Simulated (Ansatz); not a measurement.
# NiO: the cost of one run

Program: Ansatz 0.2.0. Level of theory: DFT r²SCAN+U (U_eff = 3 eV on Ni d), plane waves, PAW. These are calculated values, not measurements.

## (1) The structure to begin with

Symmetry: Fm-3m, No. 225, cubic system. Conventional cell: a = 4.183 Å, b = 4.183 Å, c = 4.183 Å, α = 90.00°, β = 90.00°, γ = 90.00°. Around Ni (site symmetry m-3m) lie 6 O at 2.09 Å. Around O (site symmetry m-3m) lie 6 Ni at 2.09 Å.

As a file:

```xyz
4
Lattice="0.0000 2.0913 2.0913 4.1826 2.0913 2.0913 4.1826 4.1826 0.0000" Properties=species:S:1:pos:R:3 pbc="T T T"
Ni    0.0000    0.0000    0.0000
O     2.0913    2.0913    2.0913
Ni    2.0913    2.0913    0.0000
O     4.1826    4.1826    2.0913
```

Magnetic order typed: antiferromagnetic, doubled cell 0 1/2 1/2.

## (2) From atoms, symmetry kept, no search

File input.yaml:

```yaml
crystal:
  lattice:
    - [0.0, 2.09130951, 2.09130951]
    - [4.18261902, 2.09130951, 2.09130951]
    - [4.18261902, 4.18261902, 0.0]
  atoms:
    - { symbol: Ni, position: [0.0, 0.0, 0.0], spin: 2.0 }
    - { symbol: O, position: [0.5, 0.5, 0.0] }
    - { symbol: Ni, position: [0.0, 0.0, 0.5], spin: -2.0 }
    - { symbol: O, position: [0.5, 0.5, 0.5] }
basis:
  ecutwfc: 500
  ecutrho_ratio: 4
kpoints:
  mp_grid: { grid: [8, 8, 8] }
hamiltonian:
  xc: r2scan
  hubbard:
    sites: [{ site: 0, l: d, u_eff: 3.0 }, { site: 2, l: d, u_eff: 3.0 }]
scf:
  occupations: { method: gaussian, width: 0.05 }
  lower_state_search: "off"
  max_iter: 150
output:
  forces: true
  stress: true
  eigenvalues: true
  populations: true
  hubbard: { sites: [{ site: 0, l: d }, { site: 2, l: d }] }
magnetization:
  spin_polarized: true
```

Launch:

```bash
> ansatz run input.yaml --threads 4 --pin off --max-ram 6144MiB --backend cpu --events-out ev --progress --plain --runs-dir out
```

**Question.** How long does this run take on 4 threads of Arm Neoverse V1, shared host, and how much memory does it need?

About 7.1 s, with a peak of 0.6 GiB.
